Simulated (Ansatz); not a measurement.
# CH6SSi2: how energies converge with the basis set

One table from this session's results is given with a row withheld; the runs are named, their logs left out.

Computed with Ansatz 0.2.0, Gaussian basis. Level: one geometry, several basis sets.

Plan: PBE0-D4/def2-SVP; ωB97M-V/def2-SVP; PBE0-D4/def2-QZVPP; ωB97M-V/def2-QZVPP; the functionals' def2-TZVPP values are taken from earlier runs.

### The relaxed structure

An earlier PBE0-D4 in a triple-zeta def2 set relaxation fixed the geometry.

SMILES `S[SiH]1C[SiH2]1`, 10 atoms, charge 0, spin multiplicity 1.

Atoms are counted from 1 here; the program's logs count them from 0.

Bond lengths: S1–Si2 2.126 Å, S1–H5 1.346 Å, Si2–C3 1.892 Å, Si2–Si4 2.244 Å, Si2–H6 1.482 Å, C3–Si4 1.901 Å, C3–H7 1.089 Å, C3–H8 1.088 Å, Si4–H9 1.481 Å, Si4–H10 1.482 Å. Angles: Si2–S1–H5 95.6°, S1–Si2–C3 117.4°, S1–Si2–Si4 118.3°, S1–Si2–H6 114.5°, C3–Si2–Si4 53.9°, C3–Si2–H6 115.5°, Si4–Si2–H6 123.1°, Si2–C3–Si4 72.5°, Si2–C3–H7 116.9°, Si2–C3–H8 117.2°, Si4–C3–H7 117.1°, Si4–C3–H8 116.7°, H7–C3–H8 111.6°, Si2–Si4–C3 53.5°, Si2–Si4–H9 121.3°, Si2–Si4–H10 122.0°, C3–Si4–H9 116.3°, C3–Si4–H10 116.4° and more.

The first run:

The input, in.yaml:

```yaml
crystal:
  periodic: [false, false, false]
  atoms:
    - {symbol: S, position_ang: [-2.557114, 0.101135, -0.322953]}
    - {symbol: Si, position_ang: [-0.628630, 0.573129, 0.436897]}
    - {symbol: C, position_ang: [0.860763, 0.175663, -0.659772]}
    - {symbol: Si, position_ang: [0.831267, -1.101948, 0.747638]}
    - {symbol: H, position_ang: [-2.629576, 1.153760, -1.158300]}
    - {symbol: H, position_ang: [-0.555095, 1.857181, 1.173751]}
    - {symbol: H, position_ang: [1.678645, 0.894212, -0.659320]}
    - {symbol: H, position_ang: [0.656059, -0.196680, -1.661222]}
    - {symbol: H, position_ang: [0.499912, -2.493401, 0.365072]}
    - {symbol: H, position_ang: [1.926970, -1.014054, 1.741408]}
basis:
  gaussian: {orbitals: def2-SVP}
hamiltonian: {xc: pbe0, dispersion: d4}
output: {orbitals: {seedname: orbitals}}
```

On the command line:

```bash
ansatz run in.yaml --threads 2 --pin off --events-out ev --progress --plain --max-ram 4352MiB
```

Among the steps run: PBE0-D4 in def2-SVP; ωB97M-V in def2-SVP; PBE0-D4 in def2-QZVPP; ωB97M-V in def2-QZVPP.

One table of the session follows, with a row left open; its other results are not shown here.

| functional | basis | HOMO (eV) | LUMO (eV) |
| --- | --- | --- | --- |
| PBE0-D4 | def2-SVP | -6.84 | -0.08 |
| PBE0-D4 | def2-TZVPP | ? | ? |
| PBE0-D4 | def2-QZVPP | -6.83 | -0.43 |
| ωB97M-V | def2-SVP | -8.79 | 1.85 |
| ωB97M-V | def2-TZVPP | -8.81 | 1.45 |
| ωB97M-V | def2-QZVPP | -8.82 | 1.15 |

Q: Estimate the row for PBE0-D4, def2-TZVPP from the others.

**Answer.** HOMO (eV): -6.82; LUMO (eV): -0.31. In the column «HOMO (eV)» it is the highest.
